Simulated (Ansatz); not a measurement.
The system is CsLiCr2Te2S3.

```
Cs Li Cr Te S
1.0
     3.31929    1.91639    6.87982
    -3.31929    1.91639    6.87982
     0.00000   -3.83279    6.87982
Cs Li Cr Te S
1 1 2 2 3
Direct
  0.00000 0.00000 0.00000
  0.50000 0.50000 0.50000
  0.79848 0.79848 0.79848
  0.20152 0.20152 0.20152
  0.67990 0.67990 0.67990
  0.32010 0.32010 0.32010
  0.13626 0.86374 0.50000
  0.50000 0.13626 0.86374
  0.86374 0.50000 0.13626
```

The cell was built by a generator and needn't be a form met in nature.

* Program: Ansatz 0.2.0
* Task: relaxation of cell and atoms
* Functional: PBEsol
* Potentials or basis: Ansatz PAW
* Cutoff: 420 eV (not typed: the program's choice for these potentials)
* k mesh: 4 × 4 × 4
* Occupations: fermi-dirac, width 0.05 eV
* Spin: collinear spin, ferromagnetic start
* Starting moments: [0.0, 0.0, 3.0, 3.0, 0.0, 0.0, 0.0, 0.0, 0.0] μB

At the start: volume 29.18 Å³/atom.

Task: How do energy, volume and symmetry change on relaxing?

Result: It ends after 6 steps and the volume is 26.39 Å³/atom (-9.5 %); space group R32 (No. 155, to 0.05 Å); moment 4.00 μB per cell.

Step by step:
| step | energy change (eV) | largest force (eV/Å) | volume (Å³) |
| --- | --- | --- | --- |
| 1 | 0.0000 | 0.2390 | 262.58 |
| 2 | -0.0984 | 0.2115 | 250.83 |
| 3 | -0.1379 | 0.0160 | 237.46 |
| 4 | -0.1436 | 0.0192 | 237.56 |
| 5 | -0.1450 | 0.0079 | 237.53 |
| 6 | -0.1429 | 0.0078 | 237.53 |

Final structure:
```
CELL_PARAMETERS angstrom
3.27342 1.88991 6.39925
-3.27342 1.88991 6.39925
0.00000 -3.77982 6.39925
ATOMIC_POSITIONS crystal
Cs 0.00000 0.00000 0.00000
Li 0.50000 0.50000 0.50000
Cr 0.79579 0.79579 0.79579
Cr 0.20421 0.20421 0.20421
Te 0.66999 0.66999 0.66999
Te 0.33001 0.33001 0.33001
S 0.13240 0.86760 0.50000
S 0.50000 0.13240 0.86760
S 0.86760 0.50000 0.13240
```

Caveat: the plane-wave basis is chosen anew once the cell has moved, so the energies of steps on either side of that aren't comparable; only a ferromagnetic start was run, and an antiferromagnetic order may lie lower in energy; the PAW data sets come from PBE, with cores solved anew for the run's functional, which leaves a small shift of forces and pressure.
